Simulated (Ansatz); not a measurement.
# ClH₄NSi + H₂O: a complex and its separated parts, part 2 of 2

Ansatz 0.2.0, Gaussian basis.

## (13) CAM-B3LYP-D4/def2-TZVPP

The inputs:

parta/in.yaml

```yaml
crystal:
  periodic: [false, false, false]
  atoms:
    - {symbol: Si, position_ang: [-0.426199, 0.009866, 0.349015]}
    - {symbol: Cl, position_ang: [-0.152455, 1.532981, -1.028064]}
    - {symbol: H, position_ang: [-0.411443, -1.244642, -0.432337]}
    - {symbol: H, position_ang: [0.699331, 0.120780, 1.300501]}
    - {symbol: N, position_ang: [-1.880105, 0.078804, 1.228525]}
    - {symbol: H, position_ang: [-2.756434, -0.146482, 0.785625]}
    - {symbol: H, position_ang: [-2.005190, 0.767059, 1.953478]}
basis:
  gaussian: {orbitals: def2-TZVPP}
hamiltonian: {xc: {name: CAM-B3LYP}, dispersion: d4}
```

partb/in.yaml

```yaml
crystal:
  periodic: [false, false, false]
  atoms:
    - {symbol: H, position_ang: [2.108763, 0.384478, -1.326366]}
    - {symbol: O, position_ang: [2.470862, -0.457079, -1.040939]}
    - {symbol: H, position_ang: [2.352869, -1.045869, -1.789337]}
basis:
  gaussian: {orbitals: def2-TZVPP}
hamiltonian: {xc: {name: CAM-B3LYP}, dispersion: d4}
```

Each run has its own folder and the same command.

Started as:

```bash
$ ansatz run in.yaml --threads 4 --pin off --events-out ev --progress --plain --max-ram 9574MiB
```

parta printed, shortened:

```text
Functional definition: CAM-B3LYP
  name "CAM-B3LYP"
  cite "Yanai, Tew & Handy, Chem. Phys. Lett. 393, 51 (2004) doi:10.1016/j.cplett.2004.06.011"
  cite "Iikura, Tsuneda, Yanai & Hirao, J. Chem. Phys. 115, 3540 (2001) doi:10.1063/1.1383587"
  cite "Becke, Phys. Rev. A 38, 3098 (1988) doi:10.1103/PhysRevA.38.3098"
  cite "Lee, Yang & Parr, Phys. Rev. B 37, 785 (1988) doi:10.1103/PhysRevB.37.785"
[...]
  # Exact exchange under (alpha + beta erf(omega r))/r, Becke's under what is left of 1/r.
[...]
995 factors; their error is unknown
231 factors; integrals over basis functions are off by at most 1.2e-5 eV
[...]
mean field -21958.97858149 eV, -806.9775785395 hartree, gradient 2.1e-5 eV, S^2 0.000000; 0 other end points of the search recorded, 0 dependent functions left out
reference -21958.97869899 eV, -806.9775828575 hartree; 21, 21 occupied and 150, 150 virtual orbitals, 995 factors
Total energy: -21959.08833568 eV, -806.9816119316 hartree
```

partb printed, shortened:

```text
[... 6 set-up lines as earlier in the session ...]
[...]
  # Exact exchange under (alpha + beta erf(omega r))/r, Becke's under what is left of 1/r.
[...]
269 factors; their error is unknown
72 factors; integrals over basis functions are off by at most 2.1e-5 eV
[...]
mean field -2079.99968645 eV, -76.4385786028 hartree, gradient 1.1e-5 eV, S^2 0.000000; 0 other end points of the search recorded, 0 dependent functions left out
reference -2079.99975388 eV, -76.4385810807 hartree; 5, 5 occupied and 54, 54 virtual orbitals, 269 factors
Total energy: -2080.00381977 eV, -76.4387304993 hartree
```

Wall times: 3.2 s (parta), 0.51 s (partb) on 4 threads of Intel Xeon at 2.50GHz, shared host.

## (14) wB97X-V/def2-TZVPP

The same edit goes into each in.yaml of step 13 (parta, partb):

```diff
-hamiltonian: {xc: {name: CAM-B3LYP}, dispersion: d4}
+hamiltonian: {xc: {name: wB97X-V}}
```

Each run has its own folder and the same command.

Started as:

```bash
$ ansatz run in.yaml --threads 4 --pin off --events-out ev --progress --plain --max-ram 9574MiB
```

Log of parta, shortened:

```text
Functional definition: wB97X-V
  name "wB97X-V"
  cite "Mardirossian & Head-Gordon, Phys. Chem. Chem. Phys. 16, 9904 (2014) doi:10.1039/C3CP54374A"
[... 2 set-up lines as earlier in the session ...]
[...]
      + integral(e_c_pw_opposite_spin*poly(b97_u_opposite, cos0, cos1)) + vv10(b, c)
992 factors; their error is unknown
207 factors; integrals over basis functions are off by at most 2.9e-5 eV
[...]
mean field -21955.48417621 eV, -806.8491615140 hartree, gradient 7.7e-5 eV, S^2 0.000000; 0 other end points of the search recorded, 0 dependent functions left out
reference -21955.48417445 eV, -806.8491614494 hartree; 21, 21 occupied and 150, 150 virtual orbitals, 992 factors
Total energy: -21955.48417445 eV, -806.8491614494 hartree
```

partb printed, shortened:

```text
[... 5 set-up lines as earlier in the session ...]
[...]
      + integral(e_c_pw_opposite_spin*poly(b97_u_opposite, cos0, cos1)) + vv10(b, c)
269 factors; their error is unknown
69 factors; integrals over basis functions are off by at most 2.2e-5 eV
[...]
mean field -2079.88767197 eV, -76.4344621466 hartree, gradient 2.3e-5 eV, S^2 0.000000; 0 other end points of the search recorded, 0 dependent functions left out
reference -2079.88767108 eV, -76.4344621136 hartree; 5, 5 occupied and 54, 54 virtual orbitals, 269 factors
Total energy: -2079.88767108 eV, -76.4344621136 hartree
```

They took 6.5 s (parta), 0.7 s (partb) on 4 threads of Intel Xeon at 2.50GHz, shared host.

## (15) wB97M-V/def2-TZVPP

The same edit goes into each in.yaml of step 14 (parta, partb):

```diff
-hamiltonian: {xc: {name: wB97X-V}}
+hamiltonian: {xc: {name: wB97M-V}}
```

One command serves all of them, each in its own folder.

Started as:

```bash
$ ansatz run in.yaml --threads 4 --pin off --events-out ev --progress --plain --max-ram 9574MiB
```

Log of parta, shortened:

```text
Functional definition: wB97M-V
  name "wB97M-V"
  cite "Mardirossian & Head-Gordon, J. Chem. Phys. 144, 214110 (2016) doi:10.1063/1.4952647"
[... 2 set-up lines as earlier in the session ...]
  # Of w^i u^j: cxij and so on, Table III.
[...]
  gx(w, u) = 1 - cx + cx01*u + cx10*w
[...]
      + integral(e_c_pw_mod_opposite_spin*gos(b97_w_opposite, b97_u_opposite)) + vv10(b, c)
992 factors; their error is unknown
207 factors; integrals over basis functions are off by at most 2.9e-5 eV
[...]
mean field -21957.13669187 eV, -806.9098903444 hartree, gradient 8.2e-5 eV, S^2 0.000000; 0 other end points of the search recorded, 0 dependent functions left out
reference -21957.13673462 eV, -806.9098919155 hartree; 21, 21 occupied and 150, 150 virtual orbitals, 992 factors
Total energy: -21957.13673462 eV, -806.9098919155 hartree
```

partb printed, shortened:

```text
[... 5 set-up lines as earlier in the session ...]
  # Of w^i u^j: cxij and so on, Table III.
[...]
  gx(w, u) = 1 - cx + cx01*u + cx10*w
[...]
      + integral(e_c_pw_mod_opposite_spin*gos(b97_w_opposite, b97_u_opposite)) + vv10(b, c)
269 factors; their error is unknown
69 factors; integrals over basis functions are off by at most 2.2e-5 eV
[...]
mean field -2079.85938321 eV, -76.4334225535 hartree, gradient 2.8e-5 eV, S^2 0.000000; 0 other end points of the search recorded, 0 dependent functions left out
reference -2079.85940522 eV, -76.4334233623 hartree; 5, 5 occupied and 54, 54 virtual orbitals, 269 factors
Total energy: -2079.85940522 eV, -76.4334233623 hartree
```

Wall times: 6 s (parta), 0.75 s (partb) on 4 threads of Intel Xeon at 2.50GHz, shared host.

## (16) B2PLYP/def2-TZVPP

Each input of step 15 (parta, partb) changes in the same lines:

```diff
-hamiltonian: {xc: {name: wB97M-V}}
+hamiltonian: {xc: {name: B2PLYP}}
```

One command serves all of them, each in its own folder.

Started as:

```bash
$ ansatz run in.yaml --threads 4 --pin off --events-out ev --progress --plain --max-ram 9574MiB
```

parta printed, shortened:

```text
Functional definition: B2PLYP
  name "B2PLYP"
  cite "Grimme, J. Chem. Phys. 124, 034108 (2006) doi:10.1063/1.2148954"
[... 2 set-up lines as earlier in the session ...]
[...]
987 factors; integrals over basis functions are off by at most 8.8e-4 eV
[...]
mean field -21946.32582337 eV, -806.5125982549 hartree, gradient 7.5e-6 eV, S^2 0.000000; 0 other end points of the search recorded, 0 dependent functions left out
11 core orbitals not correlated: weight in the atoms' cores, before any rotation towards them, 1.000 or more for the frozen orbitals, at most 0.000 for the correlated occupied ones
reference -21946.32597770 eV, -806.5126039264 hartree; 10, 10 occupied and 150, 150 virtual orbitals, 987 factors
second order -17.48546922 eV of doubles, -0.00000000 eV of singles
Total energy: -21951.04705439 eV, -806.6861002947 hartree
```

partb printed, shortened:

```text
[... 5 set-up lines as earlier in the session ...]
[...]
361 factors; integrals over basis functions are off by at most 7.6e-4 eV
[...]
mean field -2077.03830218 eV, -76.3297497380 hartree, gradient 9.7e-7 eV, S^2 0.000000; 0 other end points of the search recorded, 0 dependent functions left out
1 core orbitals not correlated: weight in the atoms' cores, before any rotation towards them, 1.000 or more for the frozen orbitals, at most 0.000 for the correlated occupied ones
reference -2077.03838720 eV, -76.3297528625 hartree; 4, 4 occupied and 54, 54 virtual orbitals, 361 factors
second order -8.41864471 eV of doubles, -0.00000000 eV of singles
Total energy: -2079.31142128 eV, -76.4132853240 hartree
```

Times: 4.3 s (parta), 0.56 s (partb) on 4 threads of Intel Xeon at 2.50GHz, shared host.

## (17) PBE-QIDH/def2-TZVPP

The same edit goes into each in.yaml of step 16 (parta, partb):

```diff
-hamiltonian: {xc: {name: B2PLYP}}
+hamiltonian: {xc: {name: PBE-QIDH}}
```

The same command starts each run, in its folder.

Started as:

```bash
$ ansatz run in.yaml --threads 4 --pin off --events-out ev --progress --plain --max-ram 9574MiB
```

parta printed, shortened:

```text
Functional definition: PBE-QIDH
  name "PBE-QIDH"
  cite "Brémond, Sancho-García, Pérez-Jiménez & Adamo, J. Chem. Phys. 141, 031101 (2014) doi:10.1063/1.4890314"
[... 1 set-up line as earlier in the session ...]
[...]
987 factors; integrals over basis functions are off by at most 8.8e-4 eV
[...]
mean field -21939.70793370 eV, -806.2693952952 hartree, gradient 1.9e-6 eV, S^2 0.000000; 0 other end points of the search recorded, 0 dependent functions left out
11 core orbitals not correlated: weight in the atoms' cores, before any rotation towards them, 1.000 or more for the frozen orbitals, at most 0.000 for the correlated occupied ones
reference -21939.70794514 eV, -806.2693957159 hartree; 10, 10 occupied and 150, 150 virtual orbitals, 987 factors
second order -16.25088691 eV of doubles, -0.00000000 eV of singles
Total energy: -21945.12490745 eV, -806.4684654088 hartree
```

Output in partb, shortened:

```text
[... 4 set-up lines as earlier in the session ...]
[...]
361 factors; integrals over basis functions are off by at most 7.6e-4 eV
[...]
mean field -2075.58439248 eV, -76.2763195421 hartree, gradient 2.2e-6 eV, S^2 0.000000; 0 other end points of the search recorded, 0 dependent functions left out
1 core orbitals not correlated: weight in the atoms' cores, before any rotation towards them, 1.000 or more for the frozen orbitals, at most 0.000 for the correlated occupied ones
reference -2075.58439798 eV, -76.2763197440 hartree; 4, 4 occupied and 54, 54 virtual orbitals, 361 factors
second order -7.85892549 eV of doubles, -0.00000000 eV of singles
Total energy: -2078.20403981 eV, -76.3725898056 hartree
```

Times: 3.8 s (parta), 0.55 s (partb) on 4 threads of Intel Xeon at 2.50GHz, shared host.

## (18) RPA on PBE/def2-TZVPP

Each input of step 17 (parta, partb) changes in the same lines:

```diff
-hamiltonian: {xc: {name: PBE-QIDH}}
+hamiltonian: {xc: pbe}
+correlation: {method: rpa}
```

The same command starts each run, in its folder.

Started as:

```bash
$ ansatz run in.yaml --threads 4 --pin off --events-out ev --progress --plain --max-ram 9574MiB
```

parta printed, shortened:

```text
[... 4 set-up lines as earlier in the session ...]
[...]
987 factors; integrals over basis functions are off by at most 8.8e-4 eV
[...]
mean field -21947.82468114 eV, -806.5676802619 hartree, gradient 7.0e-7 eV, S^2 0.000000; 0 other end points of the search recorded, 0 dependent functions left out
11 core orbitals not correlated: weight in the atoms' cores, before any rotation towards them, 1.000 or more for the frozen orbitals, at most 0.000 for the correlated occupied ones
reference -21913.59896673 eV, -805.3099084563 hartree; 10, 10 occupied and 150, 150 virtual orbitals, 987 factors
Total energy: -21938.00954223 eV, -806.2069805598 hartree
```

partb printed, shortened:

```text
[... 4 set-up lines as earlier in the session ...]
[...]
361 factors; integrals over basis functions are off by at most 7.6e-4 eV
[...]
mean field -2078.40753159 eV, -76.3800679906 hartree, gradient 2.4e-6 eV, S^2 0.000000; 0 other end points of the search recorded, 0 dependent functions left out
1 core orbitals not correlated: weight in the atoms' cores, before any rotation towards them, 1.000 or more for the frozen orbitals, at most 0.000 for the correlated occupied ones
reference -2069.53702352 eV, -76.0540828316 hartree; 4, 4 occupied and 54, 54 virtual orbitals, 361 factors
Total energy: -2080.48259041 eV, -76.4563249957 hartree
```

Times: 3.6 s (parta), 0.56 s (partb) on 4 threads of Intel Xeon at 2.50GHz, shared host.

## (19) CCSD(T)/def2-TZVPP

The same edit goes into each in.yaml of step 18 (parta, partb):

```diff
-hamiltonian: {xc: pbe}
-correlation: {method: rpa}
+correlation: {method: ccsd_t}
```

Each run has its own folder and the same command.

Started as:

```bash
$ ansatz run in.yaml --threads 4 --pin off --events-out ev --progress --plain --max-ram 9574MiB
```

parta printed, shortened:

```text
Functional definition: HF
  name "HF"
  cite "Fock, Z. Phys. 61, 126 (1930) doi:10.1007/BF01340294"
[... 1 set-up line as earlier in the session ...]
[...]
987 factors; integrals over basis functions are off by at most 8.8e-4 eV
[...]
mean field -21914.63602127 eV, -805.3480195077 hartree, gradient 3.5e-6 eV, S^2 0.000000; 0 other end points of the search recorded, 0 dependent functions left out
11 core orbitals not correlated: weight in the atoms' cores, before any rotation towards them, 1.000 or more for the frozen orbitals, at most 0.000 for the correlated occupied ones
reference -21914.63602127 eV, -805.3480195077 hartree; 10, 10 occupied and 150, 150 virtual orbitals, 987 factors
second order -14.43583996 eV of doubles, -0.00000000 eV of singles
cycle   1  -15.10085685 eV  change   -6.7e-1 eV  update   7.2e-2
[...]
cycle   9  -15.49354529 eV  change    1.9e-6 eV  update   8.2e-6
perturbative correction -0.58362891 eV, -0.0214479669 hartree
Total energy: -21930.71319547 eV, -805.9388447622 hartree
```

Log of partb, shortened:

```text
[... 4 set-up lines as earlier in the session ...]
[...]
361 factors; integrals over basis functions are off by at most 7.6e-4 eV
[...]
mean field -2069.76246146 eV, -76.0623675231 hartree, gradient 3.6e-6 eV, S^2 0.000000; 0 other end points of the search recorded, 0 dependent functions left out
1 core orbitals not correlated: weight in the atoms' cores, before any rotation towards them, 1.000 or more for the frozen orbitals, at most 0.000 for the correlated occupied ones
reference -2069.76246146 eV, -76.0623675231 hartree; 4, 4 occupied and 54, 54 virtual orbitals, 361 factors
second order -7.10551701 eV of doubles, -0.00000000 eV of singles
cycle   1  -7.11159218 eV  change   -6.1e-3 eV  update   4.1e-2
[...]
cycle   8  -7.26603941 eV  change    3.6e-6 eV  update   7.2e-6
perturbative correction -0.20739745 eV, -0.0076217157 hartree
Total energy: -2077.23589831 eV, -76.3370112618 hartree
```

Times: 21 s (parta), 0.61 s (partb) on 4 threads of Intel Xeon at 2.50GHz, shared host; peak memory 1.4 GiB.

## (20) Vibrations of ClH₄NSi

vib-parta/in.yaml reads:

```yaml
crystal:
  periodic: [false, false, false]
  atoms:
    - {symbol: Si, position_ang: [-0.426199, 0.009866, 0.349015]}
    - {symbol: Cl, position_ang: [-0.152455, 1.532981, -1.028064]}
    - {symbol: H, position_ang: [-0.411443, -1.244642, -0.432337]}
    - {symbol: H, position_ang: [0.699331, 0.120780, 1.300501]}
    - {symbol: N, position_ang: [-1.880105, 0.078804, 1.228525]}
    - {symbol: H, position_ang: [-2.756434, -0.146482, 0.785625]}
    - {symbol: H, position_ang: [-2.005190, 0.767059, 1.953478]}
basis:
  gaussian: {orbitals: def2-TZVP}
hamiltonian: {xc: pbe0, dispersion: d4}
phonons: {temperatures: {t_min: 298.15, t_max: 900, t_step: 200}}
```

Started as:

```bash
$ ansatz run in.yaml --threads 4 --pin off --events-out ev --progress --plain --max-ram 9574MiB
```

The program printed, shortened:

```text
[... 5 set-up lines as earlier in the session ...]
[...]
867 factors; their error is unknown
[...]
mean field -21949.75643730 eV, -806.6386709914 hartree, gradient 1.5e-5 eV, S^2 0.000000; 0 other end points of the search recorded, 0 dependent functions left out
[...]
Atom 4 at    -1.880105     0.078804     1.228525 Å, force    -0.002241    -0.000741     0.004134 eV/Å
Atom 5 at    -2.756434    -0.146482     0.785625 Å, force     0.000777    -0.000770    -0.002626 eV/Å
Atom 6 at    -2.005190     0.767059     1.953478 Å, force     0.000732     0.001492    -0.000613 eV/Å
Dipole moment:    -0.310531    -0.089682     0.271071 e Å
Vibrations: 232.73 241.42 427.61 526.28 536.18 758.75 875.29 899.22 911.30 939.82 1585.22 2261.60 2271.31 3603.92 3696.97 cm⁻¹, zero-point energy 1.225437 eV
```

Wall time 69 s (4 threads of Intel Xeon at 2.50GHz, shared host).

Wavenumbers and character of the modes:

| mode | wavenumber (cm⁻¹) | character |
| --- | --- | --- |
| 1 | 233 | bend |
| 2 | 241 | torsion |
| 3 | 428 | torsion |
| 4 | 526 | Si–Cl stretch |
| 5 | 536 | bend with torsion |
| 6 | 759 | bend |
| 7 | 875 | Si–N stretch with bend |
| 8 | 899 | bend with torsion |
| 9 | 911 | bend |
| 10 | 940 | bend with torsion |
| 11 | 1585 | bend |
| 12 | 2262 | Si–H stretch |
| 13 | 2271 | Si–H stretch |
| 14 | 3604 | N–H stretch |
| 15 | 3697 | N–H stretch |

Vibrational sums (real modes only):

| T (K) | entropy (J/mol/K) | heat capacity (J/mol/K) |
| --- | --- | --- |
| 298 | 27.1 | 42.2 |
| 498 | 54.7 | 65.0 |
| 698 | 79.0 | 78.7 |
| 898 | 100.0 | 88.2 |

## (21) Vibrations of H₂O

vib-partb/in.yaml reads:

```yaml
crystal:
  periodic: [false, false, false]
  atoms:
    - {symbol: H, position_ang: [2.108763, 0.384478, -1.326366]}
    - {symbol: O, position_ang: [2.470862, -0.457079, -1.040939]}
    - {symbol: H, position_ang: [2.352869, -1.045869, -1.789337]}
basis:
  gaussian: {orbitals: def2-TZVP}
hamiltonian: {xc: pbe0, dispersion: d4}
phonons: {temperatures: {t_min: 298.15, t_max: 900, t_step: 200}}
```

Started as:

```bash
$ ansatz run in.yaml --threads 4 --pin off --events-out ev --progress --plain --max-ram 9574MiB
```

The program printed, shortened:

```text
[... 5 set-up lines as earlier in the session ...]
[...]
239 factors; their error is unknown
[...]
mean field -2078.33307682 eV, -76.3773318282 hartree, gradient 1.2e-5 eV, S^2 0.000000; 0 other end points of the search recorded, 0 dependent functions left out
[...]
Total energy: -2078.33734657 eV, -76.3774887388 hartree
Atom 0 at     2.108763     0.384478    -1.326366 Å, force     0.000128    -0.000293     0.000104 eV/Å
Atom 1 at     2.470862    -0.457079    -1.040939 Å, force     0.000198     0.001930     0.001971 eV/Å
Atom 2 at     2.352869    -1.045869    -1.789337 Å, force    -0.000326    -0.001637    -0.002074 eV/Å
Dipole moment:    -0.177026     0.093196    -0.381211 e Å
Vibrations: 1622.80 3851.90 3959.64 cm⁻¹, zero-point energy 0.584855 eV
```

Wall time 2.6 s (4 threads of Intel Xeon at 2.50GHz, shared host).

The modes, with what each moves most:

| mode | wavenumber (cm⁻¹) | character |
| --- | --- | --- |
| 1 | 1623 | bend |
| 2 | 3852 | O–H stretch |
| 3 | 3960 | O–H stretch |

Vibrational sums (real modes only):

| T (K) | entropy (J/mol/K) | heat capacity (J/mol/K) |
| --- | --- | --- |
| 298 | 0.0 | 0.2 |
| 498 | 0.4 | 1.7 |
| 698 | 1.4 | 3.9 |
| 898 | 2.6 | 6.1 |

## (22) Complex less separated parts

The complex's own energies come from single points at the same levels.

Rows are in def2-TZVPP; times add the 3 runs of a level on a shared host, so small differences are noise.

| method | rung | complex less parts (eV) | from CCSD(T) (eV) | time |
| --- | --- | --- | --- | --- |
| SPW92 | LDA | -0.267 | -0.130 | 3.5 s |
| PBE-D4 | GGA | -0.181 | -0.044 | 4.9 s |
| BLYP-D4 | GGA | -0.168 | -0.031 | 5.1 s |
| r2SCAN-D4 | meta-GGA | -0.165 | -0.028 | 8.6 s |
| B97M-V | meta-GGA | -0.161 | -0.024 | 15 s |
| PBE0-D4 | hybrid | -0.159 | -0.022 | 7.9 s |
| B3LYP-D4 | hybrid | -0.160 | -0.023 | 7.8 s |
| r2SCAN0-D4 | hybrid | -0.156 | -0.019 | 12 s |
| BHLYP-D4 | hybrid | -0.156 | -0.019 | 7.4 s |
| CAM-B3LYP-D4 | range-separated hybrid | -0.166 | -0.029 | 9.2 s |
| wB97X-V | range-separated hybrid | -0.159 | -0.022 | 17 s |
| wB97M-V | range-separated hybrid | -0.169 | -0.032 | 17 s |
| B2PLYP | double hybrid | -0.113 | +0.024 | 13 s |
| PBE-QIDH | double hybrid | -0.126 | +0.011 | 13 s |
| RPA on PBE | RPA | -0.111 | +0.026 | 14 s |
| Hartree-Fock | wavefunction | -0.027 | +0.110 |  |
| MP2 | wavefunction | -0.141 | -0.004 |  |
| CCSD | wavefunction | -0.119 | +0.018 |  |
| CCSD(T) | wavefunction | -0.137 | 0 | 2.1 min |

Among the levels timed on like hardware and quicker than the yardstick, those that no quicker one beats, quickest first: SPW92 (3.5 s, -0.130 eV); PBE-D4 (4.9 s, -0.044 eV); BLYP-D4 (5.1 s, -0.031 eV); BHLYP-D4 (7.4 s, -0.019 eV); r2SCAN0-D4 (12 s, -0.019 eV); PBE-QIDH (13 s, +0.011 eV).

For cost: PBE-QIDH gets within 0.011 eV in 13 s, where CCSD(T) took 2.1 min; the quickest level in the cost chart, SPW92, takes 3.5 s and misses by 0.130 eV.

The complex's zero-point energy, from a separate PBE0-D4 run, is 1.864 eV.

## (23) Results

The summary covers parts 1 to 2.

| quantity | value |
| --- | --- |
| complex less parts, CCSD(T)/def2-TZVPP | -0.137 eV |
| with zero-point energy | -0.084 eV |
| largest T1 diagnostic | 0.009 |

**Reading.** At CCSD(T) the complex lies 0.137 eV below its parts. PBE-QIDH is the best functional here (+0.011 eV from CCSD(T)); SPW92 is the worst (-0.130 eV). By rung, the mean size of the error is: LDA 0.130, GGA 0.037, meta-GGA 0.026, hybrid 0.021, range-separated hybrid 0.028, double hybrid 0.018 eV. PBE-D4 gives a relative energy 0.044 eV too low, outside chemical accuracy (1 kcal/mol, 0.043 eV). No counterpoise was applied, and triple zeta lacks some correlation, so the CCSD(T) reference has a basis error of its own, and close matches with it are partly luck.
